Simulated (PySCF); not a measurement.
# C6H6N2S: the cost of one run

The runs use PySCF 2.14.0, with density-fitted response routines of our own; the level of theory stands in each step. All values are computed, except where a source is named. Atoms count from 0, in the outputs and in this text.

## 1. The starting structure

15 atoms, charge 0, multiplicity 1; geometry from: GFN2-xTB. The atoms were then displaced at random by about 0.01 Å, so the start is not that level's minimum.

Bonds of the start (Å): N0–C1 1.39, C1–C2 1.37, C2–S3 1.79, S3–C4 1.71, C4–C5 1.40, C5–C6 1.38, C6–N7 1.36, N7–C8 1.38, C8–C1 1.42, C8–C4 1.38, N0–H9 0.98, N0–H10 1.04, C2–H11 1.05, C5–H12 1.05, C6–H13 1.05, N7–H14 1.02.

## 2. Geometry optimisation at PBE0-D3(BJ)/def2-SVP

The job: settings as JSON, then the geometry in Å.

```
{"job": {"xc": "PBE0", "basis": "def2-SVP", "d3": "d3bj", "grid": 1, "shake": 0.01, "kind": "geom"}, "charge": 0, "multiplicity": 1}
N     -2.210610    -1.053280     0.004180
C     -1.326170     0.022940     0.061800
C     -1.652540     1.335850     0.260540
S     -0.218640     2.396970     0.405900
C      0.803570     1.042360     0.158280
C      2.173750     0.748090     0.088380
C      2.257730    -0.612210    -0.111990
N      1.006000    -1.137110    -0.173830
C      0.088320    -0.129170     0.027500
H     -1.979410    -1.747540    -0.654950
H     -3.192590    -0.722320    -0.123250
H     -2.605220     1.764890     0.374000
H      2.971470     1.434260     0.163530
H      3.096870    -1.230800    -0.217910
H      0.772160    -2.130310    -0.269440
```

Started as:

```bash
$ OMP_NUM_THREADS=1 python probes_run.py task.json out
```

The driver reads the jobs from task.json and runs them one after another.

**Question.** How long does this first job take on 1 thread of Arm Neoverse N1, shared host, and how much memory does it need?

About 3 min, with a peak of 0.65 GiB.
